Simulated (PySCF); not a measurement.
# [TlCl2]−: other functionals and bases at one geometry

An exercise on one series of results from a longer session: the logs are not shown, and one member is left open.

The runs use PySCF 2.14.0; several levels, as the steps say, no spin–orbit coupling.

4 further runs of the same task are left out: 2 for a known fault of the program, 2 that didn't finish.

## The system as given

3 atoms, charge -1, spin multiplicity 1.

Bond lengths: Tl1–Cl2 2.680 Å, Tl1–Cl3 2.680 Å. Angles: Cl2–Tl1–Cl3 101.7°.

Coordinates:

```xyz
3
Cl2Tl
Tl   -0.9893    0.0000    0.0000
Cl    0.7020    0.0000    2.0785
Cl    0.7020    0.0000   -2.0785
```

Formal oxidation states: Tl +1. An earlier session relaxed this geometry at PBE, Tl def2-SVP with ECP60, Cl def2-SVP (singlet, point group C2v).

At PBE on the finer grid: E = -1092.461937 Eh, HOMO -0.65 eV, LUMO 2.53 eV, Mulliken charge on Tl1 +0.03 e, largest force component 0.064 eV/Å. 

Levels to run: revPBE; BP86; BLYP; TPSS; PBE, TZVP; PBE, x2c-SVP. Hardware: 2 threads of Arm Neoverse V1, shared host.

The first run:

run.py (the lines that set the calculation)

```python
mol = gto.M(atom='''
Tl    -0.98928     0.00000     0.00000
Cl     0.70199     0.00000     2.07853
Cl     0.70199     0.00000    -2.07853''',
    basis={'Tl': 'def2-SVP', 'Cl': 'def2-SVP'},
    ecp={'Tl': 'def2-SVP'},
    charge=-1, spin=0)
mf = dft.RKS(mol, xc='PBE_R,PBE')
mf.grids.atom_grid = (75, 302)
mf = mf.density_fit()  # fitting sets: Tl def2-universal-JKFIT, Cl def2-universal-JKFIT
mf.conv_tol = 1e-08; mf.max_cycle = 55
mf.kernel(dm0)  # dm0: the density of the relaxed state
```

Started as:

```bash
$ OMP_NUM_THREADS=2 python run.py
```

Among the steps run: revPBE; BP86; BLYP; TPSS; PBE, TZVP; PBE, x2c-SVP.

One of the session's tables, all rows but one given; the rest of the session is left out.

```
             level  HOMO (eV)  gap (eV)  charge on Tl1 (e)  dipole (D)  largest force component (eV/Å)
PBE (relaxed here)      -0.65      3.18               0.03        5.27                            0.06
            revPBE      -0.60      3.22               0.06        5.37                            0.15
              BP86      -0.77      3.19               0.04        5.26                            0.06
              BLYP      -0.43      3.05               0.01        5.07                            0.18
              TPSS      -0.76      3.38               0.09        5.51                            0.06
         PBE, TZVP          ?         ?                  ?           ?                               ?
      PBE, x2c-SVP      -0.63      3.20               0.07        5.29                            0.19
```

**Question.** Estimate the row for PBE, TZVP.

**Answer.** HOMO (eV): -1.18; gap (eV): 3.31; charge on Tl1 (e): 0.26; dipole (D): 6.28; largest force component (eV/Å): 0.08. In the column «HOMO (eV)» it is the lowest.

The dipole of a charged species depends on the origin, so these sizes hold for this origin alone.

In one basis the gap runs from 3.05 eV (BLYP) to 3.38 eV (TPSS). The largest leftover force, 0.19 eV/Å with PBE, x2c-SVP, stands at a geometry relaxed at another level. Total energies of different levels can't be compared.
